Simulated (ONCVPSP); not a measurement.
# An ONCV potential for Rh, from input to tests

Aim: build the potential from the settings below, then test how well it stands in for the atom: other configurations, scattering, ghost states and the plane-wave cutoff that it needs.

Program: ONCVPSP 4.0.1.1 (patched build). Reference atom: PBEsol, scalar-relativistic, spherical and spin-unpolarised. All values are calculated.

## (1) Starting point

The settings as typed:

```json
{
 "element": "rhodium (Rh, Z = 45)",
 "type": "optimised norm-conserving Vanderbilt (ONCV)",
 "frozen core": "[Ar] 3d10 4s2",
 "valence charge": "15",
 "reference configuration": "4p6 4d8 5s1",
 "partial waves": "5s: rc 2.20 bohr, ncon 5, nbas 10, qcut 2.7 1/bohr, 2 projectors, debl 0.3 Ha; 4p: rc 1.85 bohr, ncon 4, nbas 7, qcut 8.6 1/bohr, 2 projectors, debl 2.7 Ha; 4d: rc 1.60 bohr, ncon 4, nbas 9, qcut 8.9 1/bohr, 2 projectors, debl 3.8 Ha",
 "local potential": "polynomial inside 1.35 bohr (lpopt 5, dvloc0 3 Ha)",
 "core correction": "Teter function, fcfact 1.5, rcfact 1.6"
}
```

The outer shells as boxes (Hund's rule for the drawing; the calculation is spin-unpolarised):

```
[Ar] core
3d [↑↓][↑↓][↑↓][↑↓][↑↓]
4s [↑↓]
4p [↑↓][↑↓][↑↓]
4d [↑↓][↑↓][↑↓][↑ ][↑ ]
5s [↑ ]
```

## (2) Generating the potential

Rh.dat reads:

```
# ATOM AND REFERENCE CONFIGURATION
# atsym  z   nc   nv     iexc    psfile
  Rh 45.00    7    3  -116133      upf
#
#   n    l    f
    1    0    2.00
    2    0    2.00
    2    1    6.00
    3    0    2.00
    3    1    6.00
    3    2   10.00
    4    0    2.00
    4    1    6.00
    4    2    8.00
    5    0    1.00
#
# PSEUDOPOTENTIAL AND OPTIMIZATION
# lmax
    2
#
#   l,   rc,      ep,       ncon, nbas, qcut
    0    2.20    0.00    5   10    2.70
    1    1.85    0.00    4    7    8.60
    2    1.60    0.00    4    9    8.90
#
# LOCAL POTENTIAL
# lloc, lpopt,  rc(5),   dvloc0
    4    5    1.35    3.00
#
# VANDERBILT-KLEINMAN-BYLANDER PROJECTORs
# l, nproj, debl
    0    2    0.30
    1    2    2.70
    2    2    3.80
#
# MODEL CORE CHARGE
# icmod, fcfact, rcfact
    3    1.50    1.60
#
# LOG DERIVATIVE ANALYSIS
# epsh1, epsh2, depsh
   -3.00    5.00    0.02
#
# OUTPUT GRID
# rlmax, drl
    6.00    0.01
#
# TEST CONFIGURATIONS
# ncnf
    4
# nvcnf
#   n    l    f
    3
    4    1    6.00
    4    2    8.00
    5    0    0.00
#
    3
    4    1    6.00
    4    2    7.00
    5    0    0.00
#
    3
    4    1    6.00
    4    2    6.00
    5    0    0.00
#
    3
    4    1    6.00
    4    2    9.00
    5    0    0.00
#
```

Started as:

```bash
oncvpsp.x < Rh.dat > Rh.out
```

**Question.** What will these runs give? Wanted: cutoffs for 1 and 0.1 mHa per electron, occupied waves; bound ghosts; GHOST(+) flags; largest test error; largest phase difference near zero energy, channels read; rms error of d²Exc/dn², without and with the model core.

As calculated:

```
                                                quantity                                                  value
  cutoffs for 1 and 0.1 mHa per electron, occupied waves                                        27 Ha and 49 Ha
                                            bound ghosts                                         s at -57.55 eV
                                          GHOST(+) flags  s at 312 eV (1 near or above the test basis's cutoff)
                            largest test error (AE − PS)             -19 meV, for 4p6 4d9 5s0 (1 test unsolved)
largest phase difference near zero energy, channels read                                              0.000 rad
 rms error of d²Exc/dn², without and with the model core                                      3.33 and 1.27 mHa
```

In words: A bound ghost (s) makes it unfit for use: electrons can fall into a state that the atom doesn't have. By total energies transferability is good where solved: the largest error is 19 meV on 0.9 eV, for 4p6 4d9 5s0. Atomic tests can pass in spite of a ghost, since they solve only for the levels asked. Of the tests 1 gave no usable energy difference, which is a warning in itself. By its cutoff, 27 Ha for the looser tolerance, it is of middling hardness. At the looser tolerance the 4d wave is the slowest; 4p needs 18 Ha. Near zero energy the phases of the channels with partial waves agree within 0.001 rad. The pseudo curves have a pole with no partner nearby in the atom's: s at -2.10 Ha. The program also flags highly localised states, GHOST(+) (s). All of this concerns the isolated atom, not yet a solid.
